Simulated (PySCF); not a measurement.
# C2H5AlO (SMILES [CH3][Al]1[CH2][O]1): CCSD(T)/6-31G(d) (spherical functions)

What is the energy change on altering one bond length of C2H5AlO at CCSD(T)/6-31G* (spherical functions)? 

The calculation is run with PySCF 2.14.0.

1 further run of the same task is left out (set aside as unsound or not needed).

### 1 The system as given

C2H5AlO has 9 atoms, charge 0, and is taken as a singlet. SMILES: `[CH3][Al]1[CH2][O]1`. The coordinates come from a PBE0-D4/def2-TZVP relaxation.

Bond lengths: C1–Al2 1.934 Å, Al2–C3 1.883 Å, Al2–O4 1.707 Å, C3–O4 1.488 Å, C1–H5 1.093 Å, C1–H6 1.091 Å, C1–H7 1.094 Å, C3–H8 1.091 Å, C3–H9 1.091 Å. Some angles: C1–Al2–C3 171.7°, C1–Al2–O4 139.6°, C3–Al2–O4 48.7°, Al2–C3–O4 59.5°, Al2–O4–C3 71.8°, Al2–C1–H5 110.3°, Al2–C1–H6 112.2°, Al2–C1–H7 110.1°, Al2–C3–H8 123.8°, Al2–C3–H9 123.8°.

### 2 The energy at CCSD(T)/6-31G(d) (spherical functions)

File input.xyz:

```xyz
9

C     -0.670900     1.320200    -1.081500
Al     0.051300    -0.076700     0.044200
C      0.678700    -1.280200     1.349300
O      0.789300    -1.609500    -0.097900
H      0.039700     1.575000    -1.872100
H     -0.900200     2.226000    -0.517500
H     -1.591200     0.976800    -1.562100
H      0.038500    -1.980500     1.887700
H      1.653200    -1.197400     1.832800
```

File run.py:

```python
from pyscf import gto, scf, cc

system = gto.Mole()
system.atom = 'input.xyz'
system.basis = '6-31g*'
system.max_memory = 1860
system.charge = 0
system.verbose = 3
system.build()

calc0 = scf.RHF(system)
calc0.conv_tol = 1e-10
calc0.kernel()
if not calc0.converged:
    calc0 = calc0.newton().run(calc0.mo_coeff, calc0.mo_occ)

mycc = cc.CCSD(calc0, frozen=8)
mycc.kernel()
e_t = mycc.ccsd_t()
energy = mycc.e_tot + e_t
print('Final energy', energy)
```

The run is started by

```console
$ OMP_NUM_THREADS=1 python run.py
```

Output:

```text
converged SCF energy = -395.373332115518
E(CCSD) = -395.9004284385422  E_corr = -0.527096323023784
CCSD(T) correction = -0.0153997744386566
Final energy -395.9158282129809
```

Wall time 8.1 s (1 thread of Intel Xeon at 2.70GHz, shared host); peak memory 0.24 GiB.

### 3 The distorted shape at the same level

File calc.py:

```python
from pyscf import gto, scf, cc

system = gto.Mole()
system.atom = '''
C     -1.051158     1.638954    -2.576645
Al     0.313602    -1.000805    -0.449381
C      1.499216    -3.275090     2.016901
O      1.708220    -3.897377    -0.717911
H      0.291681     2.120456    -4.070663
H     -1.701131     4.206530    -0.977933
H     -2.790273     0.990022    -3.484848
H      0.289413    -4.598465     3.034329
H      3.340754    -3.118621     2.930583
'''
system.verbose = 3
system.max_memory = 1860
system.charge = 0
system.unit = 'bohr'
system.spin = 0
system.basis = '6-31g*'
system.build()

mf = scf.RHF(system)
mf.conv_tol = 1e-10
mf.kernel()
if not mf.converged:
    mf = mf.newton().run(mf.mo_coeff, mf.mo_occ)

mycc = cc.CCSD(mf, frozen=8)
mycc.kernel()
e_t = mycc.ccsd_t()
e_final = mycc.e_tot + e_t
print('E = %.10f Eh' % e_final)
```

The run is started by

```console
$ OMP_NUM_THREADS=1 python calc.py
```

Output:

```text
converged SCF energy = -395.289222888929
E(CCSD) = -395.827572794475  E_corr = -0.5383499055455059
CCSD(T) correction = -0.0170231595678094
E = -395.8445959540 Eh
```

Run time: 8.4 s. Hardware: 1 thread of Intel Xeon at 2.70GHz, shared host; peak memory 0.24 GiB.

### 4 What came out

Level: CCSD(T)/6-31G* (spherical functions), 8 core orbitals frozen.

| quantity | value |
| --- | --- |
| first shape: total energy | -395.91583 Eh |
| first shape: dipole moment (Hartree–Fock density) | 3.72 D |
| first shape: HOMO energy (Hartree–Fock orbitals) | -9.00 eV |
| first shape: LUMO energy (Hartree–Fock orbitals) | 2.26 eV |
| first shape: HOMO–LUMO gap (Hartree–Fock orbitals) | 11.26 eV |
| first shape: correlation energy (8 core orbitals frozen) | -542.5 mEh |
| first shape: (T) correction | -15.40 mEh |
| first shape: T1 diagnostic | 0.017 |
| distorted shape: total energy | -395.84460 Eh |
| distorted shape: dipole moment (Hartree–Fock density) | 3.19 D |
| distorted shape: HOMO energy (Hartree–Fock orbitals) | -9.08 eV |
| distorted shape: LUMO energy (Hartree–Fock orbitals) | 2.12 eV |
| distorted shape: HOMO–LUMO gap (Hartree–Fock orbitals) | 11.20 eV |
| distorted shape: correlation energy (8 core orbitals frozen) | -555.4 mEh |
| distorted shape: (T) correction | -17.02 mEh |
| distorted shape: T1 diagnostic | 0.019 |
| energy change with the C1–H6 bond stretched from 1.091 to 1.637 Å | 1.938 eV |

**Reading.** With the C1–H6 bond stretched from 1.091 to 1.637 Å the energy rises by 1.94 eV (187 kJ/mol). The first shape isn't relaxed at this level, so the change isn't measured from a minimum. The triples (first shape) make up 2.8 % of the correlation energy. Mulliken charges (distorted shape) of the mean-field density run from -0.77 on O4 to +0.89 on Al2; they depend strongly on the basis. The triples (distorted shape) make up 3.1 % of the correlation energy.
